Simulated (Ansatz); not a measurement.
# CH7BFN: the cost of one run

Program: Ansatz 0.2.0. Level of theory: RKS PBE/6-31G*. These are calculated values, not measurements.

**1. Starting point**

Bond lengths: B1–F2 1.670 Å, B1–H3 1.190 Å, B1–H4 1.190 Å, B1–N5 1.850 Å, N5–H6 1.060 Å, N5–C7 1.470 Å, C7–H8 1.110 Å, C7–H9 1.110 Å, C7–H10 1.110 Å, N5–H11 1.170 Å. Angles (14 of 18 angles, heavy atoms first): F2–B1–N5 71.6°, B1–N5–C7 120.0°, F2–B1–H3 120.0°, F2–B1–H4 120.0°, H3–B1–N5 97.0°, H4–B1–N5 101.2°, B1–N5–H6 120.0°, B1–N5–H11 72.7°, H6–N5–C7 120.0°, C7–N5–H11 59.1°, N5–C7–H8 109.5°, N5–C7–H9 109.5°, N5–C7–H10 109.5°, H3–B1–H4 120.0°.

As a file:

```xyz
11

B     0.0000    0.0000    0.0000
F     0.0000    0.0000    1.6700
H     1.0305    0.0000   -0.5950
H    -1.0305    0.0000   -0.5950
N     0.0773   -1.7539    0.5833
H    -0.4410   -2.5119    0.0539
C     0.8576   -2.0964    1.7812
H     0.9977   -3.1964    1.8301
H     1.8490   -1.5995    1.7321
H     0.3162   -1.7522    2.6870
H     0.0473   -1.0728    1.5337
```

**2. Pulling towards end A**

Springs on the bonds that form and break draw the guess towards this end; the thresholds are loose.

input.yaml

```yaml
crystal:
  periodic: [false, false, false]
  atoms:
    - { symbol: B, position_ang: [0.0, 0.0, 0.0] }
    - { symbol: F, position_ang: [0.0, 0.0, 1.67] }
    - { symbol: H, position_ang: [1.0305, 0.0, -0.595] }
    - { symbol: H, position_ang: [-1.0305, 0.0, -0.595] }
    - { symbol: "N", position_ang: [0.0773, -1.7539, 0.5833] }
    - { symbol: H, position_ang: [-0.441, -2.5119, 0.0539] }
    - { symbol: C, position_ang: [0.8576, -2.0964, 1.7812] }
    - { symbol: H, position_ang: [0.9977, -3.1964, 1.8301] }
    - { symbol: H, position_ang: [1.849, -1.5995, 1.7321] }
    - { symbol: H, position_ang: [0.3162, -1.7522, 2.687] }
    - { symbol: H, position_ang: [0.0473, -1.0728, 1.5337] }
basis:
  gaussian: { orbitals: "6-31G*" }
hamiltonian:
  xc: pbe
relax:
  f_tol: 0.15
  max_steps: 25
  restrain:
    - { distance: [0, 4], at: 2.75, k: 30.0 }
    - { distance: [10, 1], at: 2.12, k: 30.0 }
    - { distance: [0, 1], at: 1.32, k: 30.0 }
    - { distance: [10, 4], at: 1.06, k: 30.0 }
```

Command:

```bash
> ansatz run input.yaml --threads 1 --pin off --max-ram 2048MiB --backend cpu --events-out ev --progress --plain --runs-dir out
```

**Question.** How long does this run take on 1 thread of Arm Neoverse V1, shared host, and how much memory does it need?

About 49 s, with a peak of 0.15 GiB.
